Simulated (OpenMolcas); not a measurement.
**C: a chain of runs**

Aim: a series of 9 runs (ROHF/cc-pVTZ, CASSCF(4,4)/cc-pVTZ, CASPT2(4,4)/cc-pVTZ, CASPT2[IPEA 0](4,4)/cc-pVTZ, SC-NEVPT2(4,4)/cc-pVTZ, PC-NEVPT2(4,4)/cc-pVTZ, MC-PDFT[tPBE](4,4)/cc-pVTZ, MC-PDFT[ftPBE](4,4)/cc-pVTZ, and more) of C. 

Program for the calculation: OpenMolcas 26.06.

## Step 1: The energy at ROHF/cc-pVTZ (run 1)

The input, struct.xyz:

```xyz
1

C      0.000000     0.000000     0.000000
```

The input, step1.input:

```
&gateway
baslib = $CurrDir
coord = struct.xyz
basis = cc-pVTZ
group = NoSym
&seward
&scf
uhf
spin = 3
prorbitals = 1 2
&rasscf
fileorb = $Project.UnaOrb
spin = 3
nactel = 2 0 0
inactive = 2
ras2 = 2
outorbitals = Canonical
orblisting = Nothing
```

The basis set cc-pVTZ is read from a file made from the Basis Set Exchange's data (not shown).

The run is started by

```bash
$ export MOLCAS_MEM=1860
$ pymolcas step1.input > step1.log
```

Log:

```text
--- Start Module: gateway ---
[...]
--- Stop Module: gateway /rc=_RC_ALL_IS_WELL_ ---
[...]
      Basis functions           30
[...]
--- Start Module: scf ---
[...]
       Convergence after  19 Iterations
[...]
::    Total SCF energy                                -37.6915691728
[...]
      Total spin, S                                     1.0030092566
[...]
--- Stop Module: scf /rc=_RC_ALL_IS_WELL_ ---
--- Start Module: rasscf ---
[...]
      Number of active orbitals                  2
[...]
      Spin quantum number                      1.0
[...]
      Active orbitals                            2
[...]
      Number of CSFs                             1
[...]
      Number of root(s) required                 1
[...]
      Convergence after  7 iterations
[...]
      printout of CI-coefficients larger than  0.05 for root  1
      energy=     -37.686708
      conf/sym  11     Coeff  Weight
             1  uu   1.00000 1.00000
      Natural orbitals and occupation numbers for root  1
      sym 1:   1.000000   1.000000
      ************************************************************************************************************************
      *                                                    Final results                                                     *
[...]
::    RASSCF root number  1 Total energy:    -37.68670805
[...]
      Total electronic charge=    6.000000
      Total            charge=   -0.000000
[...]
      Dipole Moment (debye):
      Origin of the operator (angstrom)=    0.0000    0.0000    0.0000
                   X= -2.1025E-13               Y=  2.6560E-13               Z=  1.1245E-13           Total=  3.5692E-13
      Quadrupole Moment (debye*angstrom):
[...]
--- Stop Module: rasscf /rc=_RC_ALL_IS_WELL_ ---
[...]
```

Run time: 1.6 s. Hardware: 1 thread of Intel Xeon 6975P-C (Granite Rapids), shared host; peak memory 0.37 GiB.

## Step 2: The C atom: a single-point energy at CASSCF(4,4)/cc-pVTZ (run 2)

struct.xyz is that of step 1.

The input, step2.input:

```
* C CASSCF
&gateway
baslib=$CurrDir
coord=struct.xyz
basis=cc-pVTZ
group=NoSym
&seward
&rasscf
fileorb=$CurrDir/step1.RasOrb
spin=3
nactel=4 0 0
inactive=1
ras2=4
orblisting=Nothing
orbappear=Compact
```

The basis set cc-pVTZ is read from a file made from the Basis Set Exchange's data (not shown).

Run the same way, it converges to -37.70585 Eh (log not shown).

Run 3 isn't shown in full; the table further down has it.

## Step 3: The C atom: a single-point energy at CASPT2[IPEA 0](4,4)/cc-pVTZ (run 4)

struct.xyz is that of step 2.

The input, step4.inp:

```
* C CASPT2

&gateway
  baslib = $CurrDir
  coord = struct.xyz
  basis = cc-pVTZ
  group = NoSym

&seward

&rasscf
  fileorb = $CurrDir/step2.RasOrb
  spin = 3
  nactel = 4 0 0
  inactive = 1
  ras2 = 4
  orblisting = Nothing
  orbappear = Compact

&caspt2
  ipea = 0
  imaginary = 0.1
  frozen = 1
```

The basis set cc-pVTZ is read from a file made from the Basis Set Exchange's data (not shown).

Run the same way, it converges to -37.77394 Eh (log not shown).

Runs 5 to 8 aren't shown in full; the table further down has their settings and results.

## Step 4: The C atom: the energy at MRCI(4,4)/cc-pVTZ (run 9)

struct.xyz is that of step 3.

The input, step9.inp:

```
&GATEWAY
  BasLib
  $CurrDir
  Coord
  struct.xyz
  Basis
  cc-pVTZ
  Group
  NoSym

&SEWARD

&RASSCF
  FileOrb
  $CurrDir/step2.RasOrb
  Spin
  3
  Nactel
  4 0 0
  Inactive
  1
  Ras2
  4
  OrbListing
  Nothing
  OrbAppear
  Compact

&MOTRA
  LumOrb
  Frozen
  1

&GUGA
  Electrons
  4
  Spin
  3
  Inactive
  0
  Active
  4
  CIAll
  1

&MRCI
  SDCI
```

The basis set cc-pVTZ is read from a file made from the Basis Set Exchange's data (not shown).

Run the same way, it converges to -37.78021 Eh (log not shown).

## Step 5: Overview of the runs

| run | level | active rule | inactive | energy (Eh) | dipole moment (D) of the reference | wall time |
| --- | --- | --- | --- | --- | --- | --- |
| 1 | ROHF/cc-pVTZ | – | – | -37.686708 | 0.00 | 1.6 s |
| 2 | CASSCF(4,4)/cc-pVTZ | full valence | 1 | -37.705845 | 0.00 | 1.2 s |
| 3 | CASPT2(4,4)/cc-pVTZ | full valence | 1 | -37.767438 | 0.00 | 1.1 s |
| 4 | CASPT2[IPEA 0](4,4)/cc-pVTZ | full valence | 1 | -37.773937 | 0.00 | 1.1 s |
| 5 | SC-NEVPT2(4,4)/cc-pVTZ | full valence | 1 | -37.765825 | 0.00 | 1.1 s |
| 6 | PC-NEVPT2(4,4)/cc-pVTZ | full valence | 1 | -37.765965 | 0.00 | 1.1 s |
| 7 | MC-PDFT[tPBE](4,4)/cc-pVTZ | full valence | 1 | -37.793015 | 0.00 | 1.2 s |
| 8 | MC-PDFT[ftPBE](4,4)/cc-pVTZ | full valence | 1 | -37.804437 | 0.00 | 1.2 s |
| 9 | MRCI(4,4)/cc-pVTZ | full valence | 1 | -37.780208 | 0.00 | 1.2 s |

## Step 6: Outcome

| quantity | value |
| --- | --- |
| C atom, run 9: total energy | -37.78021 Eh |
| C atom, run 9: dipole moment (CASSCF density) | 0.00 D |

What this shows: Below the ROHF energy at the same shape and in the same basis (cc-pVTZ): CASSCF(4,4) -19.1 mEh; CASPT2(4,4) -80.7 mEh; CASPT2[IPEA 0](4,4) -87.2 mEh; SC-NEVPT2(4,4) -79.1 mEh; PC-NEVPT2(4,4) -79.3 mEh; MRCI(4,4) -93.5 mEh. Active-space methods hold only the correlation inside their space unless a perturbation or CI step follows. All runs together took 11 s, the longest 1.6 s.
